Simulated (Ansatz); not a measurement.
# HfNH₂ (doublet): from Hartree-Fock to the top rungs at a displaced geometry (v2), def2-SVP

One table from this session's results is given with a row withheld; the runs are named, their logs left out.

Program: Ansatz 0.2.0, Gaussian basis. Level of theory: def2-SVP, core rule «outside noble gas», up to 5 orbitals frozen. These are calculated values, not measurements.

The runs, in order: UHF; CCSD(T) on ROHF; CCSD(T) on UHF; CISD as a restricted active space (open shells left free, so some higher excitations enter); CCSDT(Q) on ROHF; CCSDT(Q) on UHF.

31 further runs of the same task are left out: 7 for a known fault of the program, 11 that didn't finish, 13 set aside as unsound or not needed. Runs told in other sessions of the task aren't counted.

### The geometry

The geometry is a PBE0/def2-TZVP stationary point (not a proven minimum) with its atoms shifted at random (size 0.100 Å). No spin-orbit coupling is included. Elements past krypton take def2 core potentials.

4 atoms, charge 0, spin multiplicity 2.

Atoms are counted from 1 here; the program's logs count them from 0.

Bond lengths: Hf1–N2 1.977 Å, N2–H3 1.048 Å, N2–H4 0.950 Å. Angles: Hf1–N2–H3 123.3°, Hf1–N2–H4 125.8°, H3–N2–H4 107.4°.

Geometry (Å):

```
Hf    0.0124   -0.0001    0.1682
N    -0.1525    0.0083   -1.8016
H    -0.0759   -0.8562   -2.3884
H     0.0072    0.7527   -2.3702
```

Set-up of the first run:

in.yaml reads:

```yaml
crystal:
  periodic: [false, false, false]
  atoms:
    - {symbol: Hf, position_ang: [0.012356, -0.000067, 0.168246]}
    - {symbol: N, position_ang: [-0.152518, 0.008306, -1.801563]}
    - {symbol: H, position_ang: [-0.075897, -0.856171, -2.388394]}
    - {symbol: H, position_ang: [0.007211, 0.752667, -2.370180]}
basis:
  gaussian: {orbitals: def2-SVP}
magnetization: {spin_polarized: true, initial_magnetization: 1}
hamiltonian: {xc: hf}
output: {orbitals: {seedname: orbitals}}
```

On the command line:

```
ansatz run in.yaml --threads 1 --pin off --events-out ev --progress --plain --max-ram 2393MiB
```

Among the steps run: UHF; CCSD(T) on ROHF; CCSD(T) on UHF; CISD as a restricted active space (open shells left free, so some higher excitations enter); CCSDT(Q) on ROHF; CCSDT(Q) on UHF.

One table of the session follows, with a row left open; its other results are not shown here.

| method | from RCCSDT(Q) (kcal/mol) |
| --- | --- |
| ROHF | +166.43 |
| UHF | +163.18 |
| RMP2 | +19.12 |
| UMP2 | ? |
| RCCSD | +6.57 |
| UCCSD | +5.75 |
| RCCSD(T) | +1.01 |
| UCCSD(T) | +0.31 |
| RCCSDT | +0.38 |
| UCCSDT | -0.29 |
| RCCSDT(Q) | 0 |
| UCCSDT(Q) | -0.74 |

Q: Estimate the row for UMP2 from the others.

**Answer.** from RCCSDT(Q) (kcal/mol): +19.44. In the column «from RCCSDT(Q) (kcal/mol)» it lies between RMP2 (+19.12) and UHF (+163.18).

Not comparable, so not listed: CISD as a restricted active space (open shells left free, so some higher excitations enter) (they don't share determinant, frozen orbitals or solution with the rows shown, or repeat one).

To keep in mind: Restricted and unrestricted rows rest on different reference determinants; a gap between their highest levels can come from leftover correlation error, from unlike frozen cores or from another state.
